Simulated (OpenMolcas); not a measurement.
**Yb³⁺ among point charges: CASSCF and CASPT2 levels and susceptibility**

Aim: the splitting of the states of Yb³⁺ in the field of 6 point charges, its lowest levels with spin-orbit coupling and its magnetic susceptibility.

Program: OpenMolcas 26.06. Level of theory: state-averaged CASSCF and CASPT2, spin-orbit coupling by RASSI with atomic mean-field integrals. These are calculated values, not measurements, unless marked.

## 1. The system

| Item | Value |
| --- | --- |
| Species | Yb³⁺ (ytterbium, Z = 70, 67 electrons) |
| Basis | ANO-RCC-VDZP [7s6p4d2f1g], 68 functions |
| Scalar Hamiltonian | DKH2, point nucleus |
| Inactive shells | 1s 2s 2p 3s 3p 3d 4s 4p 4d 5s 5p |
| Active space | 13 electrons in 7 orbitals (4f) |
| Some configurations of this space | 4f¹³ |
| Orbitals | optimised for the highest spin of each parity, averaged over all roots |

The outer shells:

4f13
```
4f [↑↓][↑↓][↑↓][↑↓][↑↓][↑↓][↑ ]
```

The ion sits among 6 point charges of -1 e arranged as a tetragonal octahedron (D4h), 2.38 Å from the ion, with the axial distance 2.618 Å.

Each step is its own input file, run in one work folder so that later steps find the files of earlier ones. Labels, J, g values, rates, χT and fits are worked out afterwards by a script from the matrices that RASSI stores. The input lists half of the charges; inversion (Group=XYZ) makes the rest.

## 2. Basis and integrals

Input file a.inp:

```
&GATEWAY
Coord
1

Yb 0.0 0.0 0.0
Basis=ANO-RCC-VDZP
Group=XYZ
NoMove
AngMom=0.0 0.0 0.0
AMFI
XField
3 Angstrom 0
2.380000 0.000000 0.000000 -1.000000
0.000000 2.380000 0.000000 -1.000000
0.000000 0.000000 2.618000 -1.000000
&SEWARD
```

Command:

```bash
OMP_NUM_THREADS=1 MOLCAS_MEM=2252 MOLCAS_PROJECT=a pymolcas a.inp > a.log
```

## 3. CASSCF: doublets of odd parity, 7 roots

Input file a.inp:

```
&RASSCF
FileOrb=start.orb
Symmetry=2
Spin=2
nActEl=13 0 0
Inactive=15 12
Ras2=0 7
CIRoot=7 7 1
SDav=7
CIMx=300
Iter=120 100
PrWF=0.3
OrbListing=Nothing
MaxOrb=0
>>> COPY $Project.JobIph JOB001
```

start.orb holds the contracted functions of the basis, ordered by shell, or the orbitals of the step before.

## 4. RASSI: spin-orbit coupling between the states

Input file a.inp:

```
&RASSI
NrOfJobIphs=1 7
1 2 3 4 5 6 7
IphNames
JOB001
EJob
SpinOrbit
DIPRint=1.0
SOCoupling=1000.0
Subsets=2
Property=9
'ANGMOM' 1 'ANGMOM' 2 'ANGMOM' 3 'MLTPL  1' 1 'MLTPL  1' 2 'MLTPL  1' 3
'AMFI' 1 'AMFI' 2 'AMFI' 3
SOProperty=3
'ANGMOM' 1 'ANGMOM' 2 'ANGMOM' 3
```

## 5. CASPT2: IPEA 0.25, imaginary shift 0.1 (closed shells correlated: 5s 5p)

Input file a.inp:

```
>>> COPY JOB001 $Project.JobIph
&CASPT2
Multistate=7 1 2 3 4 5 6 7
NoMult
Frozen=14 9
IPEA=0.25
Imaginary=0.1
MaxIter=60
WThr=0.0 0.3 0.05
PrWF=0.5
NoMix
```

(Steps that only read results are left out.)

Q: Predict the outcome of this session. Wanted: spin-free ground state; first state of the same spin within the active space; lowest level; next level.

**Answer**, as computed:

| quantity | value |
| --- | --- |
| method | SS-CASPT2, IPEA 0.25, imaginary shift 0.1 (closed shells correlated: 5s 5p) |
| spin-free ground state | 2E, 2-fold in its orbital part |
| first state of the same spin within the active space | 2B2 at 419 cm⁻¹ |
| lowest level | 2-fold E1/2, g = 0.09, 0.09, 7.83 |
| next level | 370.5 cm⁻¹ |
| χT at 300 K | 2.45 cm³ K/mol |
| effective moment at 300 K | 4.42 μB |

Cost by method:

| method | time of its own steps | time with the reference |
| --- | --- | --- |
| A. CASSCF | 3.4 s | 3.4 s |
| B. SS-CASPT2, IPEA 0.25, imaginary shift 0.1, +5s 5p | 1.4 s | 4.8 s |

Times are of one thread on a shared host.

**Reading.** The spin-free ground state (2E) comes to 100 % from free-ion F terms and keeps the highest spin of the shell. Point charges carry no covalency, so the field is a model and not that of real ligands.
